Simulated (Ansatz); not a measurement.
**F started on an N site in wurtzite AlN, 96 atoms, charge −1**

Aim: let the atoms about the defect relax, then find its formation energy, its levels in the gap and its spin by PBEsol, HSE06 and r²SCAN.

Program: Ansatz 0.2.0, PAW, plane waves. These are calculated values, not measurements.

## 1. The starting cell

96 atoms (48 Al, 47 N, 1 F); a = 9.341 Å, b = 10.787 Å, c = 9.967 Å, α = 90.00°, β = 90.00°, γ = 90.00°. All atoms were shaken off their sites by about 0.02 Å along each axis. Defect site 1: (0.500, 0.583, 0.440). Starting moments add up to 1 μB.

Plan of the steps: (2) PBEsol relaxation at the single k point (¼, ¼, ¼), on 1 × NVIDIA H100 80GB HBM3 with 4 threads of AMD EPYC 7R13; (3) HSE06 single point at the single k point (¼, ¼, ¼), on 1 × NVIDIA H100 80GB HBM3 with 4 threads of AMD EPYC 7R13; (4) r²SCAN single point at the single k point (¼, ¼, ¼), on 1 × NVIDIA H100 80GB HBM3 with 4 threads of AMD EPYC 7R13.

## 2. Relaxing the atoms with PBEsol

in.yaml reads:

```yaml
crystal:
  lattice:
    - [9.341448, 0.000000, 0.000000]
    - [0.000000, 10.786575, 0.000000]
    - [0.000000, 0.000000, 9.967057]
  atoms:
    - { symbol: Al, position: [0.164076, 0.085391, 0.249007] }
    - { symbol: Al, position: [0.166316, 0.081346, 0.745730] }
    - { symbol: Al, position: [0.999760, 0.335824, 0.247293] }
    - { symbol: Al, position: [0.997506, 0.330374, 0.747332] }
    - { symbol: Al, position: [0.499004, 0.084855, 0.246097] }
    - { symbol: Al, position: [0.499607, 0.085307, 0.749811] }
    - { symbol: Al, position: [0.332826, 0.334114, 0.248496] }
    - { symbol: Al, position: [0.334736, 0.330850, 0.746613] }
    - { symbol: Al, position: [0.161622, 0.584649, 0.250535] }
    - { symbol: Al, position: [0.169390, 0.583475, 0.746327] }
    - { symbol: Al, position: [0.000459, 0.833079, 0.249611] }
    - { symbol: Al, position: [0.996326, 0.834754, 0.748089] }
    - { symbol: Al, position: [0.835194, 0.085338, 0.246020] }
    - { symbol: Al, position: [0.833964, 0.082249, 0.747718] }
    - { symbol: Al, position: [0.666023, 0.333537, 0.249710] }
    - { symbol: Al, position: [0.667012, 0.332303, 0.750026] }
    - { symbol: Al, position: [0.499306, 0.582449, 0.249827], spin: 0.2 }
    - { symbol: Al, position: [0.497588, 0.583255, 0.748781] }
    - { symbol: Al, position: [0.328652, 0.835898, 0.248853] }
    - { symbol: Al, position: [0.337246, 0.832642, 0.748295] }
    - { symbol: Al, position: [0.833976, 0.582595, 0.248280] }
    - { symbol: Al, position: [0.831665, 0.582386, 0.747939] }
    - { symbol: Al, position: [0.667648, 0.834730, 0.250628] }
    - { symbol: Al, position: [0.663797, 0.833978, 0.747453] }
    - { symbol: Al, position: [0.001051, 0.166284, 0.498789] }
    - { symbol: Al, position: [0.002827, 0.167964, 0.999574] }
    - { symbol: Al, position: [0.331268, 0.166065, 0.501691] }
    - { symbol: Al, position: [0.333416, 0.164887, 0.996939] }
    - { symbol: Al, position: [0.163990, 0.416448, 0.499095] }
    - { symbol: Al, position: [0.167157, 0.418489, 0.996472] }
    - { symbol: Al, position: [0.996994, 0.663118, 0.499225] }
    - { symbol: Al, position: [0.000977, 0.666503, 0.999688] }
    - { symbol: Al, position: [0.664396, 0.165582, 0.499633] }
    - { symbol: Al, position: [0.667483, 0.168454, 0.999994] }
    - { symbol: Al, position: [0.497971, 0.416415, 0.500246], spin: 0.2 }
    - { symbol: Al, position: [0.494147, 0.416967, 0.996242] }
    - { symbol: Al, position: [0.332198, 0.667342, 0.500921], spin: 0.2 }
    - { symbol: Al, position: [0.333713, 0.665103, 0.998919] }
    - { symbol: Al, position: [0.169170, 0.917267, 0.499122] }
    - { symbol: Al, position: [0.165369, 0.914980, 0.994364] }
    - { symbol: Al, position: [0.829375, 0.416235, 0.496790] }
    - { symbol: Al, position: [0.835543, 0.418144, 0.998525] }
    - { symbol: Al, position: [0.665560, 0.669586, 0.500700], spin: 0.2 }
    - { symbol: Al, position: [0.666491, 0.665743, 0.994874] }
    - { symbol: Al, position: [0.500010, 0.918752, 0.496761] }
    - { symbol: Al, position: [0.500374, 0.919010, 0.001397] }
    - { symbol: Al, position: [0.833692, 0.917931, 0.498297] }
    - { symbol: Al, position: [0.832051, 0.916323, 0.998664] }
    - { symbol: N, position: [0.000048, 0.165455, 0.189599] }
    - { symbol: N, position: [0.999233, 0.166223, 0.687685] }
    - { symbol: N, position: [0.331105, 0.169069, 0.192654] }
    - { symbol: N, position: [0.330806, 0.164671, 0.689897] }
    - { symbol: N, position: [0.167064, 0.417770, 0.189309] }
    - { symbol: N, position: [0.167184, 0.418347, 0.689991] }
    - { symbol: N, position: [0.999907, 0.664622, 0.189949] }
    - { symbol: N, position: [0.999490, 0.666113, 0.687390] }
    - { symbol: N, position: [0.664313, 0.167750, 0.189544] }
    - { symbol: N, position: [0.670550, 0.168550, 0.685904] }
    - { symbol: N, position: [0.499225, 0.413240, 0.189166] }
    - { symbol: N, position: [0.503340, 0.417732, 0.687332] }
    - { symbol: N, position: [0.332551, 0.669740, 0.189625] }
    - { symbol: N, position: [0.334861, 0.668969, 0.691229] }
    - { symbol: N, position: [0.168239, 0.916796, 0.189493] }
    - { symbol: N, position: [0.167795, 0.916253, 0.684859] }
    - { symbol: N, position: [0.836030, 0.417977, 0.191206] }
    - { symbol: N, position: [0.837901, 0.415140, 0.691417] }
    - { symbol: N, position: [0.667655, 0.667797, 0.190737] }
    - { symbol: N, position: [0.664867, 0.666371, 0.690298] }
    - { symbol: N, position: [0.506510, 0.916917, 0.191382] }
    - { symbol: N, position: [0.495742, 0.916110, 0.690427] }
    - { symbol: N, position: [0.837631, 0.915788, 0.191325] }
    - { symbol: N, position: [0.831023, 0.917702, 0.689399] }
    - { symbol: N, position: [0.168748, 0.079223, 0.440655] }
    - { symbol: N, position: [0.169959, 0.085360, 0.939307] }
    - { symbol: N, position: [0.000306, 0.331911, 0.438114] }
    - { symbol: N, position: [0.998574, 0.334372, 0.940145] }
    - { symbol: N, position: [0.503831, 0.079737, 0.431951] }
    - { symbol: N, position: [0.499883, 0.081840, 0.941294] }
    - { symbol: N, position: [0.337814, 0.332509, 0.440430] }
    - { symbol: N, position: [0.333500, 0.336028, 0.939514] }
    - { symbol: N, position: [0.163931, 0.580412, 0.442571] }
    - { symbol: N, position: [0.164111, 0.588237, 0.939557] }
    - { symbol: N, position: [0.999648, 0.833970, 0.438864] }
    - { symbol: N, position: [0.999713, 0.833474, 0.936910] }
    - { symbol: N, position: [0.832236, 0.082611, 0.439867] }
    - { symbol: N, position: [0.835444, 0.085600, 0.940350] }
    - { symbol: N, position: [0.667981, 0.334068, 0.441231] }
    - { symbol: N, position: [0.667543, 0.334854, 0.938469] }
    - { symbol: N, position: [0.500956, 0.585110, 0.943505] }
    - { symbol: N, position: [0.337251, 0.834037, 0.444456] }
    - { symbol: N, position: [0.332863, 0.833103, 0.938144] }
    - { symbol: N, position: [0.834441, 0.584348, 0.434939] }
    - { symbol: N, position: [0.837612, 0.584165, 0.940917] }
    - { symbol: N, position: [0.666451, 0.827868, 0.437931] }
    - { symbol: N, position: [0.663584, 0.835384, 0.939273] }
    - { symbol: F, position: [0.500261, 0.582447, 0.439473], spin: 0.2 }
  symmetry: { detect: false }
kpoints:
  mp_grid: { grid: [1, 1, 1], shift: [0.25, 0.25, 0.25] }
hamiltonian:
  xc: pbesol
total_charge: -1
magnetization:
  spin_polarized: true
scf:
  occupations: { method: fermi_dirac, width: 0.01 }
relax:
  f_tol: 0.03
  max_steps: 80
  escape_saddle: false
  adjacent_minimum: "off"
output:
  forces: true
  eigenvalues: true
  populations: true
  charged_corrections: { epsilon: 8.5 }
  write_density: true
  write_potential: true
  elf: true
  volumetric_format: npy
```

Run with:

```sh
ansatz run in.yaml --threads 4 --pin off --max-ram 42750MiB --runs-dir r --events-out ev --progress --plain --backend cuda --devices 0, --max-vram 37GiB
```

After this run come: Single point with HSE06; Single point with r²SCAN.

What does the calculation give? Wanted: for each run, formation energy; host gap; top filled to lowest empty; moment.

As calculated:

```
             level        time  formation energy (eV)  host gap (eV)  top filled to lowest empty (eV)  moment (μB)
PBEsol, relaxation  45 s (GPU)                   6.15           4.09                             0.62         1.00
             HSE06  69 s (GPU)                   7.29           5.55                             1.57         1.00
            r²SCAN  13 s (GPU)                   6.81           4.81                             1.25         1.00
```

| quantity | value |
| --- | --- |
| relaxation | 15 recorded steps, 4.24 eV gained |
| largest shift | 1.10 Å (F96) |
| largest local moment | +0.21 μB on Al |

The relaxation lowers the energy by 4.24 eV; the largest shift is 1.10 Å (F96). The formation energy at E_F = VBM goes from 6.15 eV (PBEsol) to 7.29 eV (HSE06), as the host gap goes from 4.09 to 5.55 eV. The reservoirs are the elements' reference phases; where the defect changes the composition, the value depends on that choice. r²SCAN puts 3 localised levels over 0.1 eV inside the gap, at 1.77 (filled), 2.20 (filled), 4.05 (filled) eV, the tightest of them shared by about 9 atoms. The price of HSE06 is about 5.3 times the time of r²SCAN here. The one k point lies off Γ, so the host's band edges aren't sampled; a defect level near or above the conduction edge can stay filled here though it would empty into the band on a fuller mesh. The host's edges were read at Γ, so band-like levels at this k point need not coincide with them. Finite-cell errors of some tenths of an eV remain in such numbers. The dielectric constant of 8.5 in the correction is an assumed value.
